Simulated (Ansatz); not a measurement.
# LaSi: the cost of one run

Method: DFT PBEsol, scalar-relativistic, plane waves, PAW, in Ansatz 0.2.0.

**1. Starting point**

It takes space group Pnma (No. 62, orthorhombic). Conventional cell: a = 7.984 Å, b = 4.281 Å, c = 5.889 Å, α = 90.00°, β = 90.00°, γ = 90.00°. La (site symmetry m) has 3 Si at 2.42 to 2.44 Å as nearest neighbours. Si (site symmetry m) is surrounded by 3 La at 2.42 to 2.44 Å.

Coordinates:

```xyz
8
Lattice="7.9845 0.0000 0.0000 0.0000 4.2807 0.0000 0.0000 0.0000 5.8892" Properties=species:S:1:pos:R:3 pbc="T T T"
La    6.5473    1.0702    0.7361
La    2.5550    1.0702    2.2084
La    1.4372    3.2105    5.1530
La    5.4294    3.2105    3.6807
Si    0.9981    1.0702    4.0635
Si    4.9903    1.0702    4.7702
Si    6.9864    3.2105    1.8256
Si    2.9942    3.2105    1.1189
```

(A quick probe on a coarse mesh, which set the mesh and smearing, is not shown.)

**3. A loose first relaxation**

The input, input.yaml:

```yaml
crystal:
  lattice:
    - [7.9844729012, 0.0, 0.0]
    - [0.0, 4.2806655444, 0.0]
    - [0.0, 0.0, 5.8891844711]
  atoms:
    - { symbol: La, position: [0.82, 0.25, 0.125] }
    - { symbol: La, position: [0.32, 0.25, 0.375] }
    - { symbol: La, position: [0.18, 0.75, 0.875] }
    - { symbol: La, position: [0.68, 0.75, 0.625] }
    - { symbol: Si, position: [0.125, 0.25, 0.69] }
    - { symbol: Si, position: [0.625, 0.25, 0.81] }
    - { symbol: Si, position: [0.875, 0.75, 0.31] }
    - { symbol: Si, position: [0.375, 0.75, 0.19] }
basis:
  ecutwfc: 420
kpoints:
  mp_grid: { grid: [4, 6, 4] }
hamiltonian:
  xc: pbesol
scf:
  occupations: { method: gaussian, width: 0.1 }
output:
  forces: true
  stress: true
  eigenvalues: true
relax:
  adjacent_minimum: "off"
  f_tol: 0.05
  max_steps: 80
  cell: { stress_tol: 0.5 }
```

The run is started by

```console
$ ansatz run input.yaml --threads 4 --pin off --max-ram 10240MiB --backend cpu --events-out ev --progress --plain --runs-dir out
```

Q: Estimate wall time and peak memory on 4 threads of Arm Neoverse V2, shared host.

About 86 s, with a peak of 0.72 GiB.
